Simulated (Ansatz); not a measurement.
# C₂H₇BrN₂Si: up Jacob's ladder to CCSD(T)

An exercise on one series of results from a longer session: the logs are not shown, and one member is left open.

Method: functionals in def2-TZVPP, the program's frozen cores in correlated methods; program: Ansatz 0.2.0, Gaussian basis.

Levels to be run: PBE-D4, r2SCAN-D4, PBE0-D4, B3LYP-D4, ωB97X-V, ωB97M-V, B2PLYP; CCSD(T)/def2-TZVPP; MP2/def2-QZVPP; extrapolation to the limit.

## The geometry

The geometry comes from an earlier relaxation with PBE0-D4 in a triple-zeta def2 set; it is a stationary point, not always the lowest conformer.

SMILES `C=C[Si](N)(N)Br`, 13 atoms, charge 0, spin multiplicity 1.

Atoms are counted from 1 here; the program's logs count them from 0.

Bond lengths: C1–C2 1.331 Å, C1–H7 1.087 Å, C1–H8 1.086 Å, C2–Si3 1.853 Å, C2–H9 1.089 Å, Si3–N4 1.704 Å, Si3–N5 1.701 Å, Si3–Br6 2.252 Å, N4–H10 1.006 Å, N4–H11 1.007 Å, N5–H12 1.007 Å, N5–H13 1.008 Å. Angles: C2–C1–H7 122.1°, C2–C1–H8 121.6°, H7–C1–H8 116.2°, C1–C2–Si3 123.5°, C1–C2–H9 118.5°, Si3–C2–H9 118.0°, C2–Si3–N4 118.4°, C2–Si3–N5 107.7°, C2–Si3–Br6 105.1°, N4–Si3–N5 107.5°, N4–Si3–Br6 102.9°, N5–Si3–Br6 115.5°, Si3–N4–H10 120.3°, Si3–N4–H11 120.5°, H10–N4–H11 112.5°, Si3–N5–H12 120.4°, Si3–N5–H13 118.5°, H12–N5–H13 111.5°.

The first run:

File in.yaml:

```yaml
crystal:
  periodic: [false, false, false]
  atoms:
    - {symbol: C, position_ang: [0.793479, -1.849477, -0.724476]}
    - {symbol: C, position_ang: [-0.161370, -0.952024, -0.956342]}
    - {symbol: Si, position_ang: [-0.505157, 0.487544, 0.159308]}
    - {symbol: N, position_ang: [0.042738, 2.029752, -0.314378]}
    - {symbol: N, position_ang: [0.184138, 0.144291, 1.675659]}
    - {symbol: Br, position_ang: [-2.745138, 0.720605, 0.141876]}
    - {symbol: H, position_ang: [0.985140, -2.677516, -1.401483]}
    - {symbol: H, position_ang: [1.429705, -1.790230, 0.153996]}
    - {symbol: H, position_ang: [-0.765024, -1.057343, -1.856016]}
    - {symbol: H, position_ang: [-0.549869, 2.633938, -0.857602]}
    - {symbol: H, position_ang: [1.021437, 2.192744, -0.488118]}
    - {symbol: H, position_ang: [0.055363, -0.759533, 2.101046]}
    - {symbol: H, position_ang: [0.214568, 0.877259, 2.366540]}
basis:
  gaussian: {orbitals: def2-TZVPP}
hamiltonian: {xc: pbe, dispersion: d4}
output: {forces: true, orbitals: {seedname: orbitals}}
```

The run is started by

```sh
$ ansatz run in.yaml --threads 2 --pin off --events-out ev --progress --plain --max-ram 22528MiB --backend cuda --devices 0, --max-vram 18GiB
```

Among the steps run: PBE-D4 (GGA); r2SCAN-D4 (meta-GGA); PBE0-D4 (hybrid); B3LYP-D4 (hybrid); ωB97X-V (range-separated); ωB97M-V (range-separated); B2PLYP (double hybrid); CCSD(T) in def2-TZVPP; MP2 in def2-QZVPP.

One of the session's tables, all rows but one given; the rest of the session is left out.

| method | atomisation energy (kJ/mol) |
| --- | --- |
| PBE-D4 | 5020.5 |
| r2SCAN-D4 | 4914.7 |
| PBE0-D4 | 4930.1 |
| B3LYP-D4 | ? |
| ωB97X-V | 4934.5 |
| ωB97M-V | 4939.6 |
| B2PLYP | 4864.6 |
| HF/def2-TZVPP | 3491.6 |
| MP2/def2-TZVPP | 4855.0 |
| CCSD/def2-TZVPP | 4691.5 |
| CCSD(T)/def2-TZVPP | 4771.3 |
| MP2/CBS | 5013.1 |
| CCSD(T)/CBS | 4929.4 |

Q: Estimate the row for B3LYP-D4 from the others.

The run gave: atomisation energy (kJ/mol): 4929.0. In the column «atomisation energy (kJ/mol)» it lies between r2SCAN-D4 (4914.7) and CCSD(T)/CBS (4929.4).
